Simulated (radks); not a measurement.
# Ce⁴⁺ in [Xe]: an all-electron calculation

What are the levels of the cerium ion Ce4+, how large are its shells, and how does its energy divide?

The numbers are computed with radks (a radial shooting solver on a logarithmic mesh, Libxc functionals) version 1 (Dirac Kohn-Sham, PBEsol, spin-unpolarised, spherical densities, finite nucleus), except any that are marked as measured or tabulated.

## 1. The atom as given

| Quantity | Value |
| --- | --- |
| element | cerium (Z = 58) |
| charge | +4 |
| electrons | 54 |
| configuration | [Xe] |
| nuclear rms radius | 4.8771 fm |

The outer shells:

Ce⁴⁺
```
[Kr] core
4d [↑↓][↑↓][↑↓][↑↓][↑↓]
5s [↑↓]
5p [↑↓][↑↓][↑↓]
```

## 2. The calculation

Input:

```text
Z 58
configuration [Xe]
relativity Dirac
functional pbe_sol,pbe_sol
spin unpolarised
j_filling average
nucleus finite rms 4.8771 fm
c 137.035999084
```

Run with:

```console
> python run_ks.py task.json out
```

All runs below come from this command, one after another.

Q: Predict the outcome of this run.

As calculated:

| quantity | value |
| --- | --- |
| total energy | -8858.6804 hartree |
| exchange-correlation share of it | 2.32 % |
| −T/E | 1.0727 |
| highest occupied level | 5p3/2, -59.067 eV |
| most extended occupied level | 5p3/2, <r> = 1.66 bohr |
| radius at density 0.001 e/bohr³ | 3.30 bohr |
| maxima of the radial density | 4 |
| ionisation energy, NIST | 65.6 (semi-emp.) eV |

What this shows: The radial density shows 4 maxima for 5 occupied principal shells; where shells overlap, one shows as a shoulder or not at all. −T/E is 1.073: with relativity the kinetic term as defined here no longer equals −E. The top level binds by 59.067 eV, 90 % of the NIST ionisation energy of 65.6 eV. 
